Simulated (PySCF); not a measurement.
# [Ce(H2O)3]3+: how tightly the ligands are held

Aim: take one ligand of each kind off [Ce(H2O)3]3+, with both parts rigid, and scan its distance from the metal. The structure is generated, not taken from experiment.

Method: r2SCAN, Ce lcecp-1-SVP with ECP47, O def2-SVP, H def2-SVP; scalar-relativistic core potentials, no spin–orbit coupling; program: PySCF 2.14.0.

2 further runs of the same task are left out: 2 for a known fault of the program.

## Step 1: Where the work starts

10 atoms, charge 3, spin multiplicity 1.

Bond lengths: Ce1–O2 2.393 Å, Ce1–O5 2.393 Å, Ce1–O8 2.393 Å, O2–H3 0.989 Å, O2–H4 0.989 Å, O5–H6 0.989 Å, O5–H7 0.989 Å, O8–H9 0.989 Å, O8–H10 0.989 Å. Angles: O2–Ce1–O5 120.0°, O2–Ce1–O8 120.0°, O5–Ce1–O8 120.0°, Ce1–O2–H3 128.7°, Ce1–O2–H4 128.7°, H3–O2–H4 102.6°, Ce1–O5–H6 128.7°, Ce1–O5–H7 128.7°, H6–O5–H7 102.6°, Ce1–O8–H9 128.7°, Ce1–O8–H10 128.7°, H9–O8–H10 102.6°.

As a file:

```xyz
10
CeH6O3
Ce    0.00000    0.00000    0.00000
O     2.39323   -0.00001    0.00000
H     3.01161    0.77006    0.04714
H     3.01160   -0.77009   -0.04714
O    -1.19660    2.07260    0.00000
H    -2.17269    2.22310    0.04714
H    -0.83888    2.99317   -0.04714
O    -1.19663   -2.07259    0.00000
H    -0.83891   -2.99316    0.04714
H    -2.17272   -2.22307   -0.04714
```

Formal oxidation states: Ce +3. Each metal's 1 4f electrons lie in its core potential, so multiplicities, spins and levels count the valence alone. An earlier session relaxed this geometry at r2SCAN, Ce lcecp-1-SVP with ECP47, O def2-SVP, H def2-SVP (singlet, point group D3).

## Step 2: H2O taken off

The ligand (atoms 2, 3, 4) keeps its formal charge and a closed shell where it can; ligand and rest are solved at the complex's geometry, in vacuum, with the settings of the relaxation.

```
   part  charge    state  energy (Eh)
complex       3  singlet  -260.198683
 ligand       0  singlet   -76.316392
   rest       3  singlet  -183.755336
```

Run time: 2.7 s. Hardware: 2 threads of Arm Neoverse V2, shared host.

## Step 3: Rigid scan of H2O

Atoms 2, 3, 4 move together along the line from atom 1; the distance is to the donor, the donors' midpoint or the ring centre. Each point starts from the density of the one before.

```csv
distance (Å),energy from the relaxed point (eV)
2.09,0.574
2.19,0.215
2.29,0.042
2.39,0.000
2.49,0.042
2.59,0.140
2.79,0.423
3.09,0.904
3.49,1.466
3.99,1.928
```

Wall time 39 s (2 threads of Arm Neoverse V2, shared host).

## Step 4: Outcome

| quantity | value |
| --- | --- |
| taking off H2O | 3.45 eV |
| stiffness of the H2O contact | 8.5 eV/Å² |

What this shows: Taking off H2O as a fragment of charge +0 costs 3.45 eV. Near 2.39 Å the H2O contact has a stiffness of about 8.5 eV/Å², and the energy stands 1.93 eV higher at 3.99 Å. No counterpoise correction is made, and the parts aren't relaxed; each of these makes the binding look larger. The bases are small and lack diffuse functions. Spin–orbit coupling is left out.
